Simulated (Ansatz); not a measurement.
# CH4InN: the cost of one run

Program: Ansatz 0.2.0, Gaussian basis. Level of theory: PBE0-D4/def2-TZVP structures, single points in def2-TZVPP, no counterpoise correction. These are calculated values, not measurements.

Levels: SPW92, PBE-D4, BLYP-D4, r2SCAN-D4, B97M-V, PBE0-D4, B3LYP-D4, r2SCAN0-D4, BHLYP-D4, CAM-B3LYP-D4, wB97X-V, wB97M-V, B2PLYP, PBE-QIDH, RPA on PBE, Hartree-Fock, MP2, CCSD, CCSD(T).

Cores are frozen in the correlated methods. Filled d shells of the heavier atoms are correlated. Core potentials replace the inner electrons past krypton, and spin-orbit coupling is left out. B3LYP uses VWN-RPA correlation. B2PLYP carries no dispersion term here.

51 further runs of the same task are left out: 1 that didn't finish, 50 set aside as unsound or not needed. Runs told in other sessions of the task aren't counted.

## Step 1: The starting structure

The complex: 9 atoms, charge 0, spin multiplicity 1.

Atoms are counted from 1 here; the program's logs count them from 0.

Bond lengths: In1–N3 1.894 Å, In1–C5 2.111 Å, H2–H4 0.751 Å, N3–H6 1.022 Å, C5–H7 1.090 Å, C5–H8 1.090 Å, C5–H9 1.091 Å. Angles: N3–In1–C5 167.5°, In1–N3–H6 112.3°, In1–C5–H7 110.1°, In1–C5–H8 110.2°, In1–C5–H9 108.8°, H7–C5–H8 109.4°, H7–C5–H9 109.1°, H8–C5–H9 109.2°.

Coordinates:

```
In   -0.1035    0.8162   -0.0234
H    -1.1490   -1.8316   -1.3341
N    -1.3971    1.4137   -1.2717
H    -1.4423   -1.1816   -1.5701
C     1.2235   -0.2662    1.2104
H    -1.4937    2.4306   -1.2742
H     2.2287    0.1478    1.1319
H     0.8936   -0.2217    2.2482
H     1.2396   -1.3071    0.8829
```

Its parts: CH₄InN holds atoms 1, 3, 5, 6, 7, 8, 9; H₂ holds atoms 2, 4. Each part counts its atoms afresh in its own runs.

## Step 2: Relaxing CH₄InN alone

relax-a/in.yaml

```yaml
crystal:
  periodic: [false, false, false]
  atoms:
    - {symbol: In, position_ang: [-0.103483, 0.816174, -0.023365]}
    - {symbol: N, position_ang: [-1.397104, 1.413674, -1.271662]}
    - {symbol: C, position_ang: [1.223517, -0.266232, 1.210421]}
    - {symbol: H, position_ang: [-1.493672, 2.430598, -1.274161]}
    - {symbol: H, position_ang: [2.228742, 0.147781, 1.131918]}
    - {symbol: H, position_ang: [0.893586, -0.221661, 2.248186]}
    - {symbol: H, position_ang: [1.239570, -1.307125, 0.882900]}
basis:
  gaussian: {orbitals: def2-TZVP}
hamiltonian: {xc: pbe0, dispersion: d4}
relax: {f_tol: 0.005, max_steps: 200}
```

The run is started by

```console
$ ansatz run in.yaml --threads 4 --pin off --events-out ev --progress --plain --max-ram 9574MiB
```

**Question.** How long does this run take on 4 threads of Arm Neoverse V1, shared host?

About 10 s.
